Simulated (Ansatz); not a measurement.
# CuO2: energy against volume

Aim, for CuO2: follow the energy without spin against volume.

Method: DFT PBE, scalar-relativistic, plane waves, PAW, in Ansatz 0.2.0.

3 further runs of the same task are left out: 3 that didn't finish.

## 1. The structure to begin with

Symmetry: Cmcm, No. 63, orthorhombic system. The conventional cell has a = 2.825 Å, b = 10.421 Å, c = 4.343 Å, α = 90.00°, β = 90.00°, γ = 90.00°. Cu (site symmetry m2m) is surrounded by 6 O at 1.86 to 2.22 Å. O (site symmetry m2m) is surrounded by 2 Cu at 1.86 Å. Around O (site symmetry m2m) lie 4 Cu at 1.90 to 2.22 Å.

Structure file:

```xyz
6
Lattice="1.4126 -5.2107 0.0000 1.4126 5.2107 0.0000 0.0000 0.0000 4.3434" Properties=species:S:1:pos:R:3 pbc="T T T"
Cu    1.4126   -3.4677    1.0859
Cu    1.4126    3.4677    3.2576
O     1.4126    0.5366    1.0859
O     1.4126   -0.5366    3.2576
O     1.4126    3.0115    1.0859
O     1.4126   -3.0115    3.2576
```

The structure comes from the Materials Project (structure only); it is used as listed.

## 2. The base run, which the others are set against

input.yaml reads:

```yaml
crystal:
  lattice:
    - [1.412615, -5.210747, 0.0]
    - [1.412615, 5.210747, 0.0]
    - [0.0, 0.0, 4.343424]
  atoms:
    - { symbol: Cu, position: [0.832747, 0.167253, 0.25] }
    - { symbol: Cu, position: [0.167253, 0.832747, 0.75] }
    - { symbol: O, position: [0.448514, 0.551486, 0.25], spin: 0.37 }
    - { symbol: O, position: [0.551486, 0.448514, 0.75], spin: 0.37 }
    - { symbol: O, position: [0.21103, 0.78897, 0.25] }
    - { symbol: O, position: [0.78897, 0.21103, 0.75] }
basis:
  ecutwfc: 420
kpoints:
  mp_grid: { grid: [14, 14, 8] }
hamiltonian:
  xc: pbe
scf:
  occupations: { method: gaussian, width: 0.1 }
output:
  forces: true
  stress: true
  eigenvalues: true
  populations: true
magnetization:
  spin_polarized: true
```

It was run beforehand and gave: -2585.0552 eV/atom at zero smearing, pressure -1.17 GPa, largest force 0.269 eV/Å, no gap on the mesh, site moments O +0.36 (×2) μB, in 20 SCF cycles and 3 min.

## 3. V/V0 = 0.8, start: no spin polarisation

input.yaml reads:

```yaml
crystal:
  lattice:
    - [1.311355602, -4.837229018, 0.0]
    - [1.311355602, 4.837229018, 0.0]
    - [0.0, 0.0, 4.0320776676]
  atoms:
    - { symbol: Cu, position: [0.832747, 0.167253, 0.25] }
    - { symbol: Cu, position: [0.167253, 0.832747, 0.75] }
    - { symbol: O, position: [0.448514, 0.551486, 0.25] }
    - { symbol: O, position: [0.551486, 0.448514, 0.75] }
    - { symbol: O, position: [0.21103, 0.78897, 0.25] }
    - { symbol: O, position: [0.78897, 0.21103, 0.75] }
basis:
  ecutwfc: 420
kpoints:
  mp_grid: { grid: [14, 14, 8] }
hamiltonian:
  xc: pbe
scf:
  occupations: { method: gaussian, width: 0.1 }
  lower_state_search: "off"
output:
  forces: true
  stress: true
  eigenvalues: true
```

Launch:

```bash
ansatz run input.yaml --threads 1 --pin off --max-ram 2560MiB --backend cpu --events-out ev --progress --plain --runs-dir out
```

## 4. V/V0 = 0.86, start: no spin polarisation

input.yaml: that of step 3 with these lines changed.

```diff
@@ -2,5 +2,5 @@
   lattice:
-    - [1.311355602, -4.837229018, 0.0]
-    - [1.311355602, 4.837229018, 0.0]
-    - [0.0, 0.0, 4.0320776676]
+    - [1.343352426, -4.9552564737, 0.0]
+    - [1.343352426, 4.9552564737, 0.0]
+    - [0.0, 0.0, 4.1304595856]
   atoms:
```

## 5. V/V0 = 0.92, start: no spin polarisation

input.yaml: that of step 4 with these lines changed.

```diff
@@ -2,5 +2,5 @@
   lattice:
-    - [1.343352426, -4.9552564737, 0.0]
-    - [1.343352426, 4.9552564737, 0.0]
-    - [0.0, 0.0, 4.1304595856]
+    - [1.3738935647, -5.0679143085, 0.0]
+    - [1.3738935647, 5.0679143085, 0.0]
+    - [0.0, 0.0, 4.2243656499]
   atoms:
```

## 6. V/V0 = 0.96, start: no spin polarisation

input.yaml: that of step 5 with these lines changed.

```diff
@@ -2,5 +2,5 @@
   lattice:
-    - [1.3738935647, -5.0679143085, 0.0]
-    - [1.3738935647, 5.0679143085, 0.0]
-    - [0.0, 0.0, 4.2243656499]
+    - [1.3935232678, -5.1403228671, 0.0]
+    - [1.3935232678, 5.1403228671, 0.0]
+    - [0.0, 0.0, 4.2847218851]
   atoms:
```

## 7. V/V0 = 1.04, start: no spin polarisation

input.yaml: that of step 6 with these lines changed.

```diff
@@ -2,5 +2,5 @@
   lattice:
-    - [1.3935232678, -5.1403228671, 0.0]
-    - [1.3935232678, 5.1403228671, 0.0]
-    - [0.0, 0.0, 4.2847218851]
+    - [1.4312041712, -5.279317324, 0.0]
+    - [1.4312041712, 5.279317324, 0.0]
+    - [0.0, 0.0, 4.4005808704]
   atoms:
```

## 8. V/V0 = 1.1, start: no spin polarisation

input.yaml: that of step 7 with these lines changed.

```diff
@@ -2,5 +2,5 @@
   lattice:
-    - [1.4312041712, -5.279317324, 0.0]
-    - [1.4312041712, 5.279317324, 0.0]
-    - [0.0, 0.0, 4.4005808704]
+    - [1.4582143753, -5.3789505148, 0.0]
+    - [1.4582143753, 5.3789505148, 0.0]
+    - [0.0, 0.0, 4.4836302282]
   atoms:
```

## 9. V/V0 = 1.18, start: no spin polarisation

input.yaml: that of step 8 with these lines changed.

```diff
@@ -2,5 +2,5 @@
   lattice:
-    - [1.4582143753, -5.3789505148, 0.0]
-    - [1.4582143753, 5.3789505148, 0.0]
-    - [0.0, 0.0, 4.4836302282]
+    - [1.4927410729, -5.5063099766, 0.0]
+    - [1.4927410729, 5.5063099766, 0.0]
+    - [0.0, 0.0, 4.5897908503]
   atoms:
```

(Steps that only read results are left out.)

**Question.** What does this series show? Wanted: lowest point, start “no spin polarisation”.

**Answer**, as computed:

```
                                  quantity        value
lowest point, start “no spin polarisation”  V/V0 = 1.00
```

**Reading.** For the start “no spin polarisation” the lowest point lies at V/V0 = 1.00. The pressure passes through zero near V/V0 = 0.990, about 10.55 Å³/atom. The base cell is magnetic, so this curve without spin is not the ground state's. Spin polarisation is off in the runs that give these values; a magnetic solution could lie lower.
